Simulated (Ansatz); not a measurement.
# BeHBr (singlet): wave-function methods side by side at distance Br1–Be2 = 2.723 Å, cc-pVTZ

The task here is to estimate one member of a computed series from the others.

Program: Ansatz 0.2.0, Gaussian basis. Level of theory: cc-pVTZ, core rule «outside noble gas», up to 15 orbitals frozen. These are calculated values, not measurements.

To be run: UHF; CCSD(T) on RHF; BCCD(T) on RHF; CCSDT(Q) on RHF.

18 further runs of the same task are left out: 6 for a known fault of the program, 11 that didn't finish, 1 set aside as unsound or not needed.

## What is computed

The geometry derives from a PBE0/def2-TZVP stationary point (not a proven minimum). One bond is set to the value named and the two fragments are kept rigid. No spin-orbit coupling is included. The filled d shell of Br may be among the frozen orbitals whatever the setting's name suggests; the logs give the count.

3 atoms, charge 0, spin multiplicity 1.

Atoms are counted from 1 here; the program's logs count them from 0.

Bond lengths: Be2–H3 1.331 Å.

Set-up of the first run:

in.yaml reads:

```yaml
crystal:
  periodic: [false, false, false]
  atoms:
    - {symbol: Br, position_ang: [0.000000, 0.000000, 2.258933]}
    - {symbol: Be, position_ang: [0.000000, 0.000000, -0.464067]}
    - {symbol: H, position_ang: [0.000000, 0.000000, -1.794867]}
basis:
  gaussian: {orbitals: cc-pVTZ}
magnetization: {spin_polarized: true, initial_magnetization: 0}
hamiltonian: {xc: hf}
output: {orbitals: {seedname: orbitals}}
```

Run with:

```bash
$ ansatz run in.yaml --threads 1 --pin off --events-out ev --progress --plain --max-ram 2393MiB
```

Among the steps run: UHF; CCSD(T) on RHF; BCCD(T) on RHF; CCSDT(Q) on RHF.

One table of the session follows, with a row left open; its other results are not shown here.

```
   method  from RCCSDT(Q) (kJ/mol)
      RHF                   +632.2
     RMP2                        ?
    RCCSD                    +25.8
 RCCSD(T)                     +3.1
  BCCD(T)                     +3.2
   RCCSDT                     +1.3
RCCSDT(Q)                        0
```

**Question.** Estimate the row for RMP2.

As computed: from RCCSDT(Q) (kJ/mol): +88.6. In the column «from RCCSDT(Q) (kJ/mol)» it lies between RCCSD (+25.8) and RHF (+632.2).
